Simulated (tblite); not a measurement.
# C4H11NOSi2: the cost of one run

Computed with tblite 0.8.0 and PySCF 2.14.0, with density-fitted response routines of our own, on a single molecule in the gas phase. Atoms count from 0, in the outputs and in this text.

### 1 Starting geometry

19 atoms, charge 0, multiplicity 1; geometry from: force field or distance geometry start.

Bonds of the start (Å): C0–C1 1.50, C1–O2 1.21, C1–N3 1.39, N3–C4 1.48, C4–Si5 1.93, Si5–C6 1.91, C6–Si7 1.89, Si7–C4 1.93, C0–H8 1.09, C0–H9 1.10, C0–H10 1.09, N3–H11 1.03, C4–H12 1.09, Si5–H13 1.48, Si5–H14 1.50, C6–H15 1.10, C6–H16 1.09, Si7–H17 1.49, Si7–H18 1.49.

### 2 Relaxing the molecule with GFN2-xTB

Job settings and geometry (Å):

```
{"job": {"kind": "relax", "xc": "GFN2-xTB", "basis": "xTB"}, "charge": 0, "multiplicity": 1}
C     -3.331300    -0.025600     0.267500
C     -2.035400     0.045300    -0.478700
O     -1.926200     0.467500    -1.609400
N     -0.953100    -0.389500     0.268300
C      0.426600    -0.416400    -0.263900
Si     1.389800     1.254800    -0.228700
C      2.970200     0.261200     0.152300
Si     1.816800    -1.019500     0.928900
H     -3.413400     0.833000     0.941200
H     -4.169300    -0.001200    -0.444200
H     -3.412600    -0.948200     0.848300
H     -1.143600    -0.707800     1.227900
H      0.487900    -0.907800    -1.235400
H      1.475400     1.972500    -1.524200
H      0.984700     2.129100     0.916800
H      3.663500     0.739800     0.857000
H      3.491700    -0.088900    -0.734100
H      2.210500    -2.438900     0.693800
H      1.458300    -0.750000     2.350400
```

Launch:

```bash
$ OMP_NUM_THREADS=1 python probes_run.py task.json out
```

One launch serves the whole session: the jobs run in the order shown.

Q: Estimate the wall time and peak memory of this first job on 1 thread of Arm Neoverse N1, shared host.

About 2 s, with a peak of 0.18 GiB.
